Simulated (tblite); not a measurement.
# C5H9BrOSi2: the cost of one run

The runs use tblite 0.8.0 and PySCF 2.14.0, with density-fitted response routines of our own; the level of theory stands in each step. All values are computed, except where a source is named. Atoms are numbered from 0 throughout.

### Step 1. The molecule as given

18 atoms, charge 0, multiplicity 1; geometry from: force field or distance geometry start.

Bonds of the start (Å): C0–C1 1.22, C1–C2 1.46, C2–C3 1.55, C3–C4 1.54, C4–Si5 1.85, Si5–Br6 2.27, Si5–O7 1.69, O7–Si8 1.72, C4–C2 1.50, C0–H9 1.05, C2–H10 1.10, C3–H11 1.10, C3–H12 1.11, C4–H13 1.13, Si5–H14 1.49, Si8–H15 1.46, Si8–H16 1.45, Si8–H17 1.48.

### Step 2. Relaxing the molecule with GFN2-xTB

What the job is given:

```
{"job": {"kind": "relax", "xc": "GFN2-xTB", "basis": "xTB"}, "charge": 0, "multiplicity": 1}
C      4.108000    -1.051300     0.635600
C      2.973800    -0.953600     0.191500
C      1.613200    -0.825800    -0.333800
C      1.356000     0.484000    -1.115600
C      0.810300     0.272200     0.306300
Si    -1.030400     0.183500     0.463200
Br    -1.925600     1.995700    -0.579500
O     -1.737400    -1.184300    -0.221300
Si    -3.427900    -1.059400     0.060500
H      5.082200    -1.114400     1.019900
H      1.133400    -1.695100    -0.801500
H      0.652900     0.429400    -1.965200
H      2.277400     1.093200    -1.200100
H      1.318300     0.938100     1.057400
H     -1.389700     0.178500     1.911200
H     -4.164700    -0.536600    -1.092500
H     -4.061900    -2.301200     0.468400
H     -3.596600    -0.111400     1.183900
```

On the command line:

```bash
OMP_NUM_THREADS=1 python probes_run.py task.json out
```

One launch serves the whole session: the jobs run in the order shown.

**Question.** How long does this first job take on 1 thread of Arm Neoverse N1, shared host, and how much memory does it need?

About 3.3 s, with a peak of 0.18 GiB.
